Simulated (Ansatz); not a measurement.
**ZnCu: response to strain**

Aim: deform ZnCu (equal xy, yz and zx engineering shear strains of -1 %) and compute stress, forces and field gradients with LAPW, PAW and all-electron datasets made for the crystal.

Method: DFT PBEsol, scalar-relativistic, in Ansatz 0.2.0.

**1. Starting point**

The structure is cubic, space group Pm-3m (No. 221). The conventional cell has a = 2.945 Å, b = 2.945 Å, c = 2.945 Å, α = 90.00°, β = 90.00°, γ = 90.00°. Zn (site symmetry m-3m) has 8 Cu at 2.55 Å as nearest neighbours. Cu (site symmetry m-3m) has 8 Zn at 2.55 Å as nearest neighbours.

As a file:

```xyz
2
Lattice="2.9450 0.0000 0.0000 0.0000 2.9450 0.0000 0.0000 0.0000 2.9450" Properties=species:S:1:pos:R:3 pbc="T T T"
Zn    1.4725    1.4725    1.4725
Cu    0.0000    0.0000    0.0000
```

Atoms are numbered in the order of the input: Zn1, Cu2.

**2. After the deformation**

Space group Pm-3m before, R-3m after.

**3. All-electron LAPW**

input.yaml reads:

```yaml
crystal:
  lattice:
    - [2.945, -0.014725, -0.014725]
    - [-0.014725, 2.945, -0.014725]
    - [-0.014725, -0.014725, 2.945]
  atoms:
    - { symbol: Zn, position: [0.5, 0.5, 0.5] }
    - { symbol: Cu, position: [0.0, 0.0, 0.0] }
kpoints:
  mp_grid: { grid: [14, 14, 14] }
  band_path:
    path:
      - [0.0, 0.0, 0.0]
      - [0.5, 0.0, 0.0]
      - [0.5, -0.5, 0.5]
      - [0.4901240068, -0.5098759932, 0.4901240068]
      - [0.4901240068, 0.4901240068, 0.4901240068]
      - [0.0, 0.0, 0.0]
      - [0.5, -0.5, 0.0]
    npoints: 5
scf:
  occupations: { method: fermi_dirac, width: 0.05 }
hamiltonian:
  xc: pbesol
  pseudopotentials: { kind: all_electron, lapw: { basis_error: 0.0005 } }
output:
  forces: true
  stress: true
  eigenvalues: true
```

Command:

```console
$ ansatz run input.yaml --threads 1 --pin off --max-ram 3072MiB --backend cpu --events-out ev --progress --plain --runs-dir out
```

**4. PAW with frozen cores**

input.yaml reads:

```yaml
crystal:
  lattice:
    - [2.945, -0.014725, -0.014725]
    - [-0.014725, 2.945, -0.014725]
    - [-0.014725, -0.014725, 2.945]
  atoms:
    - { symbol: Zn, position: [0.5, 0.5, 0.5] }
    - { symbol: Cu, position: [0.0, 0.0, 0.0] }
kpoints:
  mp_grid: { grid: [14, 14, 14] }
scf:
  occupations: { method: fermi_dirac, width: 0.05 }
hamiltonian:
  xc: pbesol
  pseudopotentials: { kind: paw }
output:
  forces: true
  stress: true
  eigenvalues: true
  efg: { contact_densities: true }
```

**5. All-electron PAW on datasets made for the crystal**

Edit input.yaml of step 4 so:

```diff
@@ -14,3 +14,3 @@
   xc: pbesol
-  pseudopotentials: { kind: paw }
+  pseudopotentials: { kind: all_electron, datasets: crystal }
 output:
```

(Steps that only read results are left out.)

**Question.** What will these runs give? Wanted: pressure; largest shear or deviatoric stress.

As calculated:

| quantity | value |
| --- | --- |
| pressure | LAPW -4.70, PAW -4.70, crystal datasets -4.69 GPa |
| largest shear or deviatoric stress (LAPW) | 1.00 GPa |

What this shows: The largest part of the stress beyond the pressure is 1.00 GPa in size; the atoms are carried along and not relaxed. No run of the undeformed cell stands beside it, so the pressure holds what the given cell had before the change. PAW: stress within 0.01 GPa of LAPW. Crystal datasets: stress within 0.01 GPa of LAPW.
